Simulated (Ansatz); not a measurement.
**H₄NPTe: up Jacob's ladder to CCSD(T)**

An exercise on one series of results from a longer session: the logs are not shown, and one member is left open.

The runs use Ansatz 0.2.0, Gaussian basis; functionals in def2-TZVPP, the program's frozen cores in correlated methods.

The runs, in order: LDA (SPW92), PBE-D4, revPBE-D4, BLYP-D4, r2SCAN-D4, B97M-V, PBE0-D4, B3LYP-D4, r2SCANh-D4, r2SCAN0-D4, HSE06-D4, BHLYP-D4, CAM-B3LYP-D4, LC-ωPBE, ωB97X-V, ωB97M-V, B2PLYP, PBE-QIDH; CCSD(T)/def2-SVP; CCSD(T)/def2-TZVPP; MP2/def2-QZVPP; extrapolation to the limit; RPA on PBE.

1 further run of the same task is left out (for a known fault of the program).

### The relaxed structure

An earlier PBE0-D4 in a triple-zeta def2 set relaxation fixed the geometry. Te takes the def2 core potential; no spin-orbit term is included.

SMILES `NP[TeH]`, 7 atoms, charge 0, spin multiplicity 1.

Atoms are counted from 1 here; the program's logs count them from 0.

Bond lengths: N1–P2 1.692 Å, N1–H4 1.009 Å, N1–H5 1.009 Å, P2–Te3 2.503 Å, P2–H6 1.415 Å, Te3–H7 1.662 Å. Angles: P2–N1–H4 114.1°, P2–N1–H5 119.7°, H4–N1–H5 111.0°, N1–P2–Te3 109.6°, N1–P2–H6 97.0°, Te3–P2–H6 93.7°, P2–Te3–H7 96.2°.

The first run:

in.yaml

```yaml
crystal:
  periodic: [false, false, false]
  atoms:
    - {symbol: N, position_ang: [-1.042355, 0.669579, -0.481511]}
    - {symbol: P, position_ang: [-0.525020, -0.027394, 0.971467]}
    - {symbol: Te, position_ang: [1.106685, -1.862475, 0.487174]}
    - {symbol: H, position_ang: [-1.859062, 0.231990, -0.881154]}
    - {symbol: H, position_ang: [-0.366523, 0.895398, -1.196481]}
    - {symbol: H, position_ang: [0.485224, 0.918664, 1.265866]}
    - {symbol: H, position_ang: [2.262251, -0.893962, -0.210860]}
basis:
  gaussian: {orbitals: def2-TZVPP}
hamiltonian: {xc: lda}
output: {orbitals: {seedname: orbitals}}
```

Run with:

```sh
ansatz run in.yaml --threads 2 --pin off --events-out ev --progress --plain --max-ram 4352MiB
```

Steps of the session up to this table: LDA; PBE-D4 (GGA); revPBE-D4 (GGA); BLYP-D4 (GGA); r2SCAN-D4 (meta-GGA); B97M-V (meta-GGA); B3LYP-D4 (hybrid); r2SCANh-D4 (hybrid); r2SCAN0-D4 (hybrid); HSE06-D4 (hybrid); BHLYP-D4 (hybrid); CAM-B3LYP-D4 (range-separated); LC-ωPBE (range-separated); ωB97X-V (range-separated); ωB97M-V (range-separated); B2PLYP (double hybrid); PBE-QIDH (double hybrid).

One table of the session follows, with a row left open; its other results are not shown here.

It belongs to the step «Orbital energies across the functionals». 

| functional | HOMO (eV) | gap (eV) |
| --- | --- | --- |
| LDA (SPW92) | -5.47 | 3.70 |
| PBE-D4 | -5.32 | 3.75 |
| revPBE-D4 | -5.26 | 3.77 |
| BLYP-D4 | -5.14 | 3.68 |
| r2SCAN-D4 | -5.56 | 4.19 |
| B97M-V | -5.55 | 4.19 |
| PBE0-D4 | -6.35 | 5.56 |
| B3LYP-D4 | -6.13 | 5.12 |
| r2SCANh-D4 | -5.94 | 4.85 |
| r2SCAN0-D4 | -6.52 | 5.83 |
| HSE06-D4 | -5.96 | 4.80 |
| BHLYP-D4 | -7.23 | 7.27 |
| CAM-B3LYP-D4 | ? | ? |
| LC-ωPBE | -8.89 | 10.14 |
| ωB97X-V | -8.56 | 9.72 |
| ωB97M-V | -8.43 | 9.41 |

**Question.** Estimate the row for CAM-B3LYP-D4.

As computed: HOMO (eV): -7.57; gap (eV): 7.74. In the column «HOMO (eV)» it lies between ωB97M-V (-8.43) and BHLYP-D4 (-7.23).
